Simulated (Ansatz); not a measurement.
**C7H17AlO2: a ladder of functionals and wavefunction methods**

The task here is to estimate one member of a computed series from the others.

Method: functionals in def2-TZVPP, the program's frozen cores in correlated methods; program: Ansatz 0.2.0, Gaussian basis.

Plan: LDA (SPW92), PBE-D4, revPBE-D4, BLYP-D4, r2SCAN-D4, B97M-V, PBE0-D4, B3LYP-D4, r2SCANh-D4, r2SCAN0-D4, HSE06-D4, BHLYP-D4, CAM-B3LYP-D4, LC-ωPBE, ωB97X-V, ωB97M-V, B2PLYP, PBE-QIDH; CCSD(T)/def2-SVP; CCSD(T)/def2-TZVPP; MP2/def2-QZVPP; extrapolation to the limit; RPA on PBE.

### The geometry

An earlier PBE0-D4 in a triple-zeta def2 set relaxation fixed the geometry.

SMILES `C[O][Al-]([CH3])([CH3])[O+]1CCCC1`, 27 atoms, charge 0, spin multiplicity 1.

Atoms are counted from 1 here; the program's logs count them from 0.

Bond lengths: C1–O2 1.387 Å, C1–H11 1.098 Å, C1–H12 1.100 Å, C1–H13 1.101 Å, O2–Al3 1.734 Å, Al3–C4 1.968 Å, Al3–C5 1.965 Å, Al3–O6 1.989 Å, C4–H14 1.095 Å, C4–H15 1.096 Å, C4–H16 1.095 Å, C5–H17 1.096 Å, C5–H18 1.096 Å, C5–H19 1.095 Å, O6–C7 1.443 Å, O6–C10 1.439 Å, C7–C8 1.529 Å, C7–H20 1.088 Å and more. Angles: O2–C1–H11 111.1°, O2–C1–H12 113.0°, O2–C1–H13 111.2°, H11–C1–H12 107.2°, H11–C1–H13 106.9°, H12–C1–H13 107.1°, C1–O2–Al3 131.0°, O2–Al3–C4 115.5°, O2–Al3–C5 114.2°, O2–Al3–O6 97.8°, C4–Al3–C5 120.5°, C4–Al3–O6 101.8°, C5–Al3–O6 101.6°, Al3–C4–H14 111.4°, Al3–C4–H15 110.8°, Al3–C4–H16 114.4°, H14–C4–H15 106.5°, H14–C4–H16 107.0° and more.

Geometry (Å):

```
C    -2.2098    1.5914   -0.2919
O    -1.1120    1.1258    0.4168
Al    0.5816    1.1707    0.0481
C     1.0457    1.8957   -1.7220
C     1.7363    1.5122    1.6007
O     0.8511   -0.7807   -0.2272
C    -0.0858   -1.4061   -1.1288
C    -1.1058   -2.1250   -0.2451
C    -0.4924   -2.0810    1.1644
C     0.9393   -1.6533    0.9141
H    -2.7685    2.3365    0.2898
H    -1.9364    2.0628   -1.2479
H    -2.9113    0.7748   -0.5224
H     2.0706    1.6323   -2.0048
H     0.9947    2.9903   -1.7196
H     0.3920    1.5591   -2.5339
H     1.8632    2.5927    1.7315
H     2.7438    1.0953    1.4925
H     1.3183    1.1382    2.5414
H    -0.5096   -0.6211   -1.7521
H     0.4795   -2.0984   -1.7582
H    -1.2576   -3.1477   -0.5931
H    -2.0670   -1.6138   -0.2621
H    -0.9986   -1.3263    1.7663
H    -0.5458   -3.0391    1.6821
H     1.5835   -2.4951    0.6395
H     1.4010   -1.0901    1.7218
```

Set-up of the first run:

The input, in.yaml:

```yaml
crystal:
  periodic: [false, false, false]
  atoms:
    - {symbol: C, position_ang: [-2.209823, 1.591448, -0.291907]}
    - {symbol: O, position_ang: [-1.112049, 1.125754, 0.416809]}
    - {symbol: Al, position_ang: [0.581640, 1.170662, 0.048093]}
    - {symbol: C, position_ang: [1.045709, 1.895733, -1.721968]}
    - {symbol: C, position_ang: [1.736335, 1.512154, 1.600736]}
    - {symbol: O, position_ang: [0.851074, -0.780694, -0.227213]}
    - {symbol: C, position_ang: [-0.085754, -1.406103, -1.128793]}
    - {symbol: C, position_ang: [-1.105763, -2.125004, -0.245077]}
    - {symbol: C, position_ang: [-0.492418, -2.080986, 1.164380]}
    - {symbol: C, position_ang: [0.939319, -1.653344, 0.914111]}
    - {symbol: H, position_ang: [-2.768537, 2.336456, 0.289832]}
    - {symbol: H, position_ang: [-1.936416, 2.062756, -1.247942]}
    - {symbol: H, position_ang: [-2.911268, 0.774805, -0.522414]}
    - {symbol: H, position_ang: [2.070604, 1.632301, -2.004787]}
    - {symbol: H, position_ang: [0.994686, 2.990344, -1.719635]}
    - {symbol: H, position_ang: [0.391973, 1.559092, -2.533894]}
    - {symbol: H, position_ang: [1.863198, 2.592748, 1.731533]}
    - {symbol: H, position_ang: [2.743756, 1.095288, 1.492494]}
    - {symbol: H, position_ang: [1.318343, 1.138153, 2.541370]}
    - {symbol: H, position_ang: [-0.509627, -0.621117, -1.752101]}
    - {symbol: H, position_ang: [0.479493, -2.098354, -1.758192]}
    - {symbol: H, position_ang: [-1.257631, -3.147657, -0.593054]}
    - {symbol: H, position_ang: [-2.066954, -1.613776, -0.262067]}
    - {symbol: H, position_ang: [-0.998646, -1.326274, 1.766262]}
    - {symbol: H, position_ang: [-0.545761, -3.039135, 1.682125]}
    - {symbol: H, position_ang: [1.583535, -2.495087, 0.639484]}
    - {symbol: H, position_ang: [1.400990, -1.090143, 1.721824]}
basis:
  gaussian: {orbitals: def2-TZVPP}
hamiltonian: {xc: lda}
output: {orbitals: {seedname: orbitals}}
```

Among the steps run: LDA; PBE-D4 (GGA); revPBE-D4 (GGA); BLYP-D4 (GGA); r2SCAN-D4 (meta-GGA); B97M-V (meta-GGA); PBE0-D4 (hybrid); B3LYP-D4 (hybrid); r2SCANh-D4 (hybrid); r2SCAN0-D4 (hybrid); HSE06-D4 (hybrid); BHLYP-D4 (hybrid); CAM-B3LYP-D4 (range-separated); LC-ωPBE (range-separated); ωB97X-V (range-separated); ωB97M-V (range-separated); B2PLYP (double hybrid); PBE-QIDH (double hybrid).

One table of the session follows, with a row left open; its other results are not shown here.

It belongs to the step «Frontier levels by functional». 

| functional | HOMO (eV) | LUMO (eV) | gap (eV) |
| --- | --- | --- | --- |
| LDA (SPW92) | -5.47 | -0.36 | 5.11 |
| PBE-D4 | -5.32 | -0.13 | 5.19 |
| revPBE-D4 | -5.26 | -0.02 | 5.24 |
| BLYP-D4 | -5.22 | -0.10 | 5.12 |
| r2SCAN-D4 | -5.61 | 0.44 | 6.05 |
| B97M-V | -5.73 | -0.04 | 5.69 |
| PBE0-D4 | -6.70 | 0.70 | 7.40 |
| B3LYP-D4 | ? | ? | ? |
| r2SCANh-D4 | -6.13 | 0.71 | 6.84 |
| r2SCAN0-D4 | -6.90 | 1.08 | 7.98 |
| HSE06-D4 | -6.30 | 0.33 | 6.63 |
| BHLYP-D4 | -7.95 | 1.34 | 9.29 |
| CAM-B3LYP-D4 | -8.09 | 1.49 | 9.58 |
| LC-ωPBE | -9.43 | 2.78 | 12.21 |
| ωB97X-V | -9.10 | 2.53 | 11.64 |
| ωB97M-V | -8.99 | 2.11 | 11.10 |

Estimate the missing values for B3LYP-D4.

Worked estimate for «HOMO (eV)». Against the share of exact exchange, BLYP-D4 (0, -5.22), BHLYP-D4 (0.5, -7.95) give a slope of -5.46 per unit share; at 0.2 the line stands at -6.31.

**Answer.** HOMO (eV): -6.48; LUMO (eV): 0.39; gap (eV): 6.86. In «HOMO (eV)» the line misses by +0.17.
